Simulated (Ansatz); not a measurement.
# WO+ (octet): wave-function methods side by side, def2-TZVPP

The task here is to estimate one member of a computed series from the others.

Computed with Ansatz 0.2.0, Gaussian basis. Level: def2-TZVPP, core rule «outside noble gas», up to 5 orbitals frozen.

To be run: UHF; ROHF; CCSD(T) on UHF.

**The geometry**

The geometry is a PBE0/def2-TZVP stationary point (not a proven minimum) of the parent state, kept for this charge and spin. No spin-orbit coupling is included. Elements past krypton take def2 core potentials.

2 atoms, charge 1, spin multiplicity 8.

Atoms are counted from 1 here; the program's logs count them from 0.

Bond lengths: W1–O2 1.995 Å.

Set-up of the first run:

The input, in.yaml:

```yaml
crystal:
  periodic: [false, false, false]
  atoms:
    - {symbol: W, position_ang: [0.000000, 0.000000, 0.000000]}
    - {symbol: O, position_ang: [0.000000, 0.000000, 1.994600]}
basis:
  gaussian: {orbitals: def2-TZVPP}
total_charge: 1
magnetization: {spin_polarized: true, initial_magnetization: 7}
hamiltonian: {xc: hf}
output: {orbitals: {seedname: orbitals}}
```

Run with:

```sh
$ ansatz run in.yaml --threads 1 --pin off --events-out ev --progress --plain --max-ram 4096MiB --backend cpu
```

Among the steps run: UHF; ROHF; CCSD(T) on UHF.

One table of the session follows, with a row left open; its other results are not shown here.

```
  method  from UCCSD(T) (meV)
    ROHF              +6683.8
     UHF                    ?
    UMP2               +802.6
   UCCSD               +144.7
UCCSD(T)                    0
```

**Question.** Estimate the row for UHF.

As computed: from UCCSD(T) (meV): +6368.3. In the column «from UCCSD(T) (meV)» it lies between UMP2 (+802.6) and ROHF (+6683.8).
